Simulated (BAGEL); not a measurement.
# triplet C2H6OSi: levels of theory compared

Wanted: a comparison of 6 runs (UHF/STO-3G, UHF/3-21G, ROHF/6-31G*, UHF/6-31G*, ROHF/def2-SVP, UHF/def2-SVP) of triplet C2H6OSi. 

The calculation is run with BAGEL 1.2.2.

## (1) The molecule

C2H6OSi has 10 atoms, charge 0, and is taken as a triplet. As SMILES of the parent species, `C=C[SiH2]O`. The shape is that of a PBE0-D4/def2-TZVP optimisation. That shape belongs to the parent species and isn't relaxed for this state.

Bond lengths: C1–C2 1.330 Å, C2–Si3 1.857 Å, Si3–O4 1.649 Å, C1–H5 1.087 Å, C1–H6 1.086 Å, C2–H7 1.090 Å, Si3–H8 1.491 Å, Si3–H9 1.484 Å, O4–H10 0.958 Å. Some angles: C1–C2–Si3 122.9°, C2–Si3–O4 111.4°, C1–C2–H7 118.3°, Si3–C2–H7 118.9°, C2–C1–H5 121.4°, C2–C1–H6 122.4°, C2–Si3–H8 108.7°, C2–Si3–H9 111.0°, O4–Si3–H8 111.1°, O4–Si3–H9 105.7°.

## (2) A single-point energy at UHF/STO-3G (density fitting with qzvpp-jkfit) (run 1)

File input.json:

```json
{ "bagel" : [

{
  "title" : "molecule",
  "basis" : "sto-3g",
  "df_basis" : "qzvpp-jkfit",
  "angstrom" : true,
  "geometry" : [
    { "atom" : "C", "xyz" : [       0.469400,       1.339200,      -0.818800 ] },
    { "atom" : "C", "xyz" : [       0.221400,       0.866200,       0.399700 ] },
    { "atom" : "Si", "xyz" : [      -0.462400,      -0.834200,       0.700700 ] },
    { "atom" : "O", "xyz" : [      -0.544600,      -1.704600,      -0.697700 ] },
    { "atom" : "H", "xyz" : [       0.269300,       0.747200,      -1.707800 ] },
    { "atom" : "H", "xyz" : [       0.873500,       2.333700,      -0.985800 ] },
    { "atom" : "H", "xyz" : [       0.435100,       1.506700,       1.255300 ] },
    { "atom" : "H", "xyz" : [       0.393300,      -1.520900,       1.710800 ] },
    { "atom" : "H", "xyz" : [      -1.852500,      -0.765700,       1.214600 ] },
    { "atom" : "H", "xyz" : [       0.280700,      -2.019000,      -1.068100 ] }
  ]
},

{ "title" : "uhf", "nopen" : 2 },

{ "title" : "print", "file" : "orbitals.molden", "orbitals" : true }

]}
```

Command:

```console
BAGEL_NUM_THREADS=1 BAGEL input.json > input.out
```

The program printed:

```text
* using 1 threads per process

  ===============================================================
  ===============================================================

  *** Geometry ***

  { "atom" : "C", "xyz" : [      0.887037,      2.530721,     -1.547308 ] },
  { "atom" : "C", "xyz" : [      0.418385,      1.636881,      0.755324 ] },
  { "atom" : "Si", "xyz" : [     -0.873809,     -1.576410,      1.324131 ] },
[... 6 lines of this table left out ...]
  { "atom" : "H", "xyz" : [      0.530446,     -3.815357,     -2.018416 ] },

  Number of auxiliary basis functions:      463

  Since a DF basis is specified, we compute 2- and 3-index integrals:
    o Being stored without compression. Storage requirement is 0.003 GB

  Number of basis functions:       30
  Number of electrons      :       40

    * METHOD: MOLECULE                             0.17

  *** Open-shell HF ***

  === Nuclear Repulsion ===
   160.2878263698

      * DIIS with orbital gradients will be used.

  === UHF iteration (sto-3g) ===
      0       -437.50104197          0.02772412           0.04
      1       -437.57572901          0.00680270           0.04
      2       -437.58215425          0.00182160           0.04
[... 10 lines of this table left out ...]
     13       -437.58341782          0.00000001           0.04
    * SCF iteration converged.

    * S^2 (UHF) is 2.0236

    * Permanent dipole moment:
           (   -0.476078,    -0.082025,    -0.174640) a.u.

    * METHOD: UHF                                  0.65

    * METHOD: PRINT                                0.00

  ===============================================================
```

Run time: 0.97 s. Hardware: 1 thread of Arm Neoverse V1, shared host; peak memory 0.082 GiB.

## (3) A single-point energy at UHF/3-21G (density fitting with qzvpp-jkfit) (run 2)

File hf.json:

```json
{ "bagel": [

{
  "title": "molecule",
  "basis": "3-21g",
  "df_basis": "qzvpp-jkfit",
  "angstrom": "true",
  "geometry": [
    { "atom": "C", "xyz": [       0.469400,       1.339200,      -0.818800 ] },
    { "atom": "C", "xyz": [       0.221400,       0.866200,       0.399700 ] },
    { "atom": "Si", "xyz": [      -0.462400,      -0.834200,       0.700700 ] },
    { "atom": "O", "xyz": [      -0.544600,      -1.704600,      -0.697700 ] },
    { "atom": "H", "xyz": [       0.269300,       0.747200,      -1.707800 ] },
    { "atom": "H", "xyz": [       0.873500,       2.333700,      -0.985800 ] },
    { "atom": "H", "xyz": [       0.435100,       1.506700,       1.255300 ] },
    { "atom": "H", "xyz": [       0.393300,      -1.520900,       1.710800 ] },
    { "atom": "H", "xyz": [      -1.852500,      -0.765700,       1.214600 ] },
    { "atom": "H", "xyz": [       0.280700,      -2.019000,      -1.068100 ] }
  ]
},

{ "title": "uhf", "nopen": 2 },

{ "title": "print", "file": "orbitals.molden", "orbitals": "true" }

]}
```

Command:

```console
BAGEL_NUM_THREADS=1 BAGEL hf.json > hf.out
```

The program printed:

```text
* using 1 threads per process

  ===============================================================
  ===============================================================

  *** Geometry ***

  { "atom" : "C", "xyz" : [      0.887037,      2.530721,     -1.547308 ] },
  { "atom" : "C", "xyz" : [      0.418385,      1.636881,      0.755324 ] },
  { "atom" : "Si", "xyz" : [     -0.873809,     -1.576410,      1.324131 ] },
[... 6 lines of this table left out ...]
  { "atom" : "H", "xyz" : [      0.530446,     -3.815357,     -2.018416 ] },

  Number of auxiliary basis functions:      463

  Since a DF basis is specified, we compute 2- and 3-index integrals:
    o Being stored without compression. Storage requirement is 0.010 GB

  Number of basis functions:       52
  Number of electrons      :       40

    * METHOD: MOLECULE                             0.17

  *** Open-shell HF ***

  === Nuclear Repulsion ===
   160.2878263698

      * DIIS with orbital gradients will be used.

  === UHF iteration (3-21g) ===
      0       -440.28547298          0.05464915           0.07
      1       -440.46035421          0.02870810           0.07
      2       -440.50733584          0.01623606           0.07
[... 16 lines of this table left out ...]
     19       -440.52342291          0.00000000           0.07
    * SCF iteration converged.

    * S^2 (UHF) is 2.0192

    * Permanent dipole moment:
           (   -0.795426,    -0.236013,    -0.042744) a.u.

    * METHOD: UHF                                  1.58

    * METHOD: PRINT                                0.01

  ===============================================================
```

Run time: 1.9 s. Hardware: 1 thread of Arm Neoverse V1, shared host; peak memory 0.082 GiB.

Run 3 isn't shown in full; the table further down has it.

## (4) A single-point energy at UHF/6-31G(d) (density fitting with qzvpp-jkfit, spherical functions) (run 4)

File input.json:

```json
{ "bagel": [

{
  "title": "molecule",
  "basis": "6-31gs.json",
  "df_basis": "qzvpp-jkfit",
  "angstrom": true,
  "geometry": [
    { "atom": "C", "xyz": [       0.469400,       1.339200,      -0.818800 ] },
    { "atom": "C", "xyz": [       0.221400,       0.866200,       0.399700 ] },
    { "atom": "Si", "xyz": [      -0.462400,      -0.834200,       0.700700 ] },
    { "atom": "O", "xyz": [      -0.544600,      -1.704600,      -0.697700 ] },
    { "atom": "H", "xyz": [       0.269300,       0.747200,      -1.707800 ] },
    { "atom": "H", "xyz": [       0.873500,       2.333700,      -0.985800 ] },
    { "atom": "H", "xyz": [       0.435100,       1.506700,       1.255300 ] },
    { "atom": "H", "xyz": [       0.393300,      -1.520900,       1.710800 ] },
    { "atom": "H", "xyz": [      -1.852500,      -0.765700,       1.214600 ] },
    { "atom": "H", "xyz": [       0.280700,      -2.019000,      -1.068100 ] }
  ]
},

{
  "title": "uhf",
  "charge": 0,
  "nopen": 2
},

{
  "title": "print",
  "file": "orbitals.molden",
  "orbitals": true
}

]}
```

The basis set 6-31G* is read from a file made from the Basis Set Exchange's data (not shown).

Command:

```console
BAGEL_NUM_THREADS=1 BAGEL input.json > input.out
```

The program printed:

```text
* using 1 threads per process

  ===============================================================
  ===============================================================

  *** Geometry ***

  { "atom" : "C", "xyz" : [      0.887037,      2.530721,     -1.547308 ] },
  { "atom" : "C", "xyz" : [      0.418385,      1.636881,      0.755324 ] },
  { "atom" : "Si", "xyz" : [     -0.873809,     -1.576410,      1.324131 ] },
[... 6 lines of this table left out ...]
  { "atom" : "H", "xyz" : [      0.530446,     -3.815357,     -2.018416 ] },

  Number of auxiliary basis functions:      463

  Since a DF basis is specified, we compute 2- and 3-index integrals:
    o Being stored without compression. Storage requirement is 0.019 GB

  Number of basis functions:       72
  Number of electrons      :       40

    * METHOD: MOLECULE                             0.22

  *** Open-shell HF ***

  === Nuclear Repulsion ===
   160.2878263698

      * DIIS with orbital gradients will be used.

  === UHF iteration (6-31gs.json) ===
      0       -442.55052670          0.04920504           0.11
      1       -442.77952218          0.03012652           0.11
      2       -442.86110119          0.01734925           0.11
[... 16 lines of this table left out ...]
     19       -442.89483464          0.00000001           0.11
    * SCF iteration converged.

    * S^2 (UHF) is 2.0188

    * Permanent dipole moment:
           (   -0.707899,    -0.218472,     0.025979) a.u.

    * METHOD: UHF                                  2.37

    * METHOD: PRINT                                0.01

  ===============================================================
```

Wall time 2.8 s (1 thread of Arm Neoverse V1, shared host); peak memory 0.099 GiB.

Run 5 isn't shown in full; the table further down has it.

## (5) The energy at UHF/def2-SVP (density fitting with qzvpp-jkfit) (run 6)

File input.json:

```json
{ "bagel": [

{
  "title": "molecule",
  "basis": "svp",
  "df_basis": "qzvpp-jkfit",
  "angstrom": true,
  "geometry": [
    { "atom": "C", "xyz": [    0.469400,    1.339200,   -0.818800 ] },
    { "atom": "C", "xyz": [    0.221400,    0.866200,    0.399700 ] },
    { "atom": "Si", "xyz": [   -0.462400,   -0.834200,    0.700700 ] },
    { "atom": "O", "xyz": [   -0.544600,   -1.704600,   -0.697700 ] },
    { "atom": "H", "xyz": [    0.269300,    0.747200,   -1.707800 ] },
    { "atom": "H", "xyz": [    0.873500,    2.333700,   -0.985800 ] },
    { "atom": "H", "xyz": [    0.435100,    1.506700,    1.255300 ] },
    { "atom": "H", "xyz": [    0.393300,   -1.520900,    1.710800 ] },
    { "atom": "H", "xyz": [   -1.852500,   -0.765700,    1.214600 ] },
    { "atom": "H", "xyz": [    0.280700,   -2.019000,   -1.068100 ] }
  ]
},
{
  "title": "uhf",
  "nopen": 2
},
{
  "title": "print",
  "file": "orbitals.molden",
  "orbitals": true
}

]}
```

Command:

```console
BAGEL_NUM_THREADS=1 BAGEL input.json > input.out
```

The program printed:

```text
* using 1 threads per process

  ===============================================================
  ===============================================================

  *** Geometry ***

  { "atom" : "C", "xyz" : [      0.887037,      2.530721,     -1.547308 ] },
  { "atom" : "C", "xyz" : [      0.418385,      1.636881,      0.755324 ] },
  { "atom" : "Si", "xyz" : [     -0.873809,     -1.576410,      1.324131 ] },
[... 6 lines of this table left out ...]
  { "atom" : "H", "xyz" : [      0.530446,     -3.815357,     -2.018416 ] },

  Number of auxiliary basis functions:      463

  Since a DF basis is specified, we compute 2- and 3-index integrals:
    o Being stored without compression. Storage requirement is 0.030 GB

  Number of basis functions:       90
  Number of electrons      :       40

    * METHOD: MOLECULE                             0.23

  *** Open-shell HF ***

  === Nuclear Repulsion ===
   160.2878263698

      * DIIS with orbital gradients will be used.

  === UHF iteration (svp) ===
      0       -442.27410494          0.04395008           0.14
      1       -442.53501432          0.03228970           0.15
      2       -442.66289862          0.01709015           0.15
[... 17 lines of this table left out ...]
     20       -442.71237474          0.00000001           0.14
    * SCF iteration converged.

    * S^2 (UHF) is 2.0180

    * Permanent dipole moment:
           (   -0.678227,    -0.204211,     0.030445) a.u.

    * METHOD: UHF                                  3.25

    * METHOD: PRINT                                0.02

  ===============================================================
```

Run time: 3.9 s. Hardware: 1 thread of Arm Neoverse V1, shared host; peak memory 0.12 GiB.

## (6) Overview of the runs

| run | level | energy (Eh) | dipole moment (D) | ⟨S²⟩ | wall time |
| --- | --- | --- | --- | --- | --- |
| 1 | UHF/STO-3G (density fitting with qzvpp-jkfit) | -437.583418 | 1.31 | 2.024 | 0.97 s |
| 2 | UHF/3-21G (density fitting with qzvpp-jkfit) | -440.523423 | 2.11 | 2.019 | 1.9 s |
| 3 | ROHF/6-31G* (density fitting with qzvpp-jkfit, spherical functions) | -442.887031 | 1.90 | 2.000 | 2.9 s |
| 4 | UHF/6-31G* (density fitting with qzvpp-jkfit, spherical functions) | -442.894835 | 1.88 | 2.019 | 2.8 s |
| 5 | ROHF/def2-SVP (density fitting with qzvpp-jkfit) | -442.704839 | 1.82 | 2.000 | 3.9 s |
| 6 | UHF/def2-SVP (density fitting with qzvpp-jkfit) | -442.712375 | 1.80 | 2.018 | 3.9 s |

## (7) Outcome

| quantity | value |
| --- | --- |
| run 6: total energy | -442.71237 Eh |
| run 6: dipole moment | 1.80 D |
| run 6: ⟨S²⟩ | 2.018 |

**Reading.** The dipole moment (its size) runs from 1.31 D (UHF/STO-3G) to 2.11 D (UHF/3-21G). In run 1 the basis is minimal, so the values are rough. All runs together took 16 s, the longest 3.9 s.
